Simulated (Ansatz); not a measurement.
# CH2ClFOSi: up Jacob's ladder to CCSD(T)

One table from this session's results is given with a row withheld; the runs are named, their logs left out.

The runs use Ansatz 0.2.0, Gaussian basis; functionals in def2-TZVPP, the program's frozen cores in correlated methods.

The runs, in order: LDA (SPW92), PBE-D4, revPBE-D4, BLYP-D4, r2SCAN-D4, B97M-V, PBE0-D4, B3LYP-D4, r2SCANh-D4, r2SCAN0-D4, HSE06-D4, BHLYP-D4, CAM-B3LYP-D4, LC-ωPBE, ωB97X-V, ωB97M-V, B2PLYP, PBE-QIDH; CCSD(T)/def2-SVP; CCSD(T)/def2-TZVPP; MP2/def2-QZVPP; extrapolation to the limit; RPA on PBE.

### The geometry

The geometry comes from an earlier relaxation with PBE0-D4 in a triple-zeta def2 set; it is a stationary point, not always the lowest conformer.

SMILES `F[Si]1(Cl)CO1`, 7 atoms, charge 0, spin multiplicity 1.

Atoms are counted from 1 here; the program's logs count them from 0.

Bond lengths: F1–Si2 1.576 Å, Si2–Cl3 2.011 Å, Si2–C4 1.780 Å, Si2–O5 1.622 Å, C4–O5 1.524 Å, C4–H6 1.087 Å, C4–H7 1.087 Å. Angles: F1–Si2–Cl3 107.3°, F1–Si2–C4 123.3°, F1–Si2–O5 118.2°, Cl3–Si2–C4 125.7°, Cl3–Si2–O5 119.2°, C4–Si2–O5 53.0°, Si2–C4–O5 58.2°, Si2–C4–H6 122.2°, Si2–C4–H7 122.8°, O5–C4–H6 111.7°, O5–C4–H7 111.9°, H6–C4–H7 113.7°, Si2–O5–C4 68.9°.

Set-up of the first run:

File in.yaml:

```yaml
crystal:
  periodic: [false, false, false]
  atoms:
    - {symbol: F, position_ang: [0.274584, -1.404953, 1.596854]}
    - {symbol: Si, position_ang: [-0.166341, -0.729679, 0.243130]}
    - {symbol: Cl, position_ang: [-1.675694, -1.825481, -0.508080]}
    - {symbol: C, position_ang: [0.188769, 0.966401, -0.164499]}
    - {symbol: O, position_ang: [0.991202, -0.187086, -0.754467]}
    - {symbol: H, position_ang: [0.803447, 1.598791, 0.471233]}
    - {symbol: H, position_ang: [-0.354769, 1.514107, -0.929769]}
basis:
  gaussian: {orbitals: def2-TZVPP}
hamiltonian: {xc: lda}
output: {orbitals: {seedname: orbitals}}
```

On the command line:

```console
$ ansatz run in.yaml --threads 2 --pin off --events-out ev --progress --plain --max-ram 4352MiB
```

Steps of the session up to this table: LDA; PBE-D4 (GGA); revPBE-D4 (GGA); BLYP-D4 (GGA); r2SCAN-D4 (meta-GGA); B97M-V (meta-GGA); PBE0-D4 (hybrid); B3LYP-D4 (hybrid); r2SCANh-D4 (hybrid); r2SCAN0-D4 (hybrid); HSE06-D4 (hybrid); BHLYP-D4 (hybrid); CAM-B3LYP-D4 (range-separated); LC-ωPBE (range-separated); ωB97X-V (range-separated); ωB97M-V (range-separated); B2PLYP (double hybrid); PBE-QIDH (double hybrid).

One table of the session follows, with a row left open; its other results are not shown here.

It belongs to the step «Orbital energies across the functionals». 

| functional | HOMO (eV) | gap (eV) |
| --- | --- | --- |
| LDA (SPW92) | -7.08 | 5.52 |
| PBE-D4 | -6.90 | 5.62 |
| revPBE-D4 | ? | ? |
| BLYP-D4 | -6.78 | 5.59 |
| r2SCAN-D4 | -7.17 | 6.31 |
| B97M-V | -7.22 | 6.37 |
| PBE0-D4 | -8.29 | 8.03 |
| B3LYP-D4 | -8.06 | 7.51 |
| r2SCANh-D4 | -7.69 | 7.17 |
| r2SCAN0-D4 | -8.47 | 8.45 |
| HSE06-D4 | -7.88 | 7.24 |
| BHLYP-D4 | -9.59 | 10.34 |
| CAM-B3LYP-D4 | -9.71 | 10.50 |
| LC-ωPBE | -11.07 | 13.18 |
| ωB97X-V | -10.69 | 12.66 |
| ωB97M-V | -10.55 | 12.24 |

**Question.** Estimate the row for revPBE-D4.

The run gave: HOMO (eV): -6.83; gap (eV): 5.68. In the column «HOMO (eV)» it lies between PBE-D4 (-6.90) and BLYP-D4 (-6.78).
